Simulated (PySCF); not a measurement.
Runs of PySCF 2.14.0 on FBClBr. The cell holds a molecule in a box, 4 atoms: a = 10.000 Å, b = 12.000 Å, c = 12.000 Å, α = 90.00°, β = 90.00°, γ = 90.00°. 

```tsv
task	level	three-body dispersion term	conv_tol	exxdiv	grid for exchange and correlation	three-centre integrals	gap on the mesh (eV)
atomic charges	CAM-B3LYP+D3(BJ)	no	1e-07 Ha	ewald	Becke, atom-centred	read from an earlier run's file	(a)
excitation energies (Tamm-Dancoff)	PBE0	-	1e-08 Ha	ewald	Becke, atom-centred	read from an earlier run's file	7.85
atomic charges	B97-D+D3	no	1e-07 Ha	-	Becke, atom-centred	read from an earlier run's file	5.65
atomic charges	PBE	-	1e-07 Ha	-	Becke, atom-centred	-	5.47
atomic charges	M06	-	1e-07 Ha	ewald	Becke, atom-centred	read from an earlier run's file	7.93
MP2 correlation energy	HF	-	1e-08 Ha	ewald	-	read from an earlier run's file	(b)
```

Alike in all rows: potentials or basis pob-tzvp-rev2 (all-electron); no spin polarisation; cell as given; k mesh 1 × 1 × 1; smearing fixed.

Problem. Estimate the missing entries.

Solution. (a) 10.44; (b) 15.16.

Caveats: this is a molecule in a periodic box at the Γ point, so its band gap is the HOMO-LUMO gap; relativity is left out, which matters for the heavier elements; the basis of atomic orbitals isn't converged, which shifts pressures, moduli and gaps; the basis is small and the box finite, so much correlation energy is missing and levels can be off by tenths of an eV (some runs); the iterative solver can pass over a root and still report convergence (some runs).

A k mesh can miss the band edges, and the runs leave out spin-orbit coupling on Br.
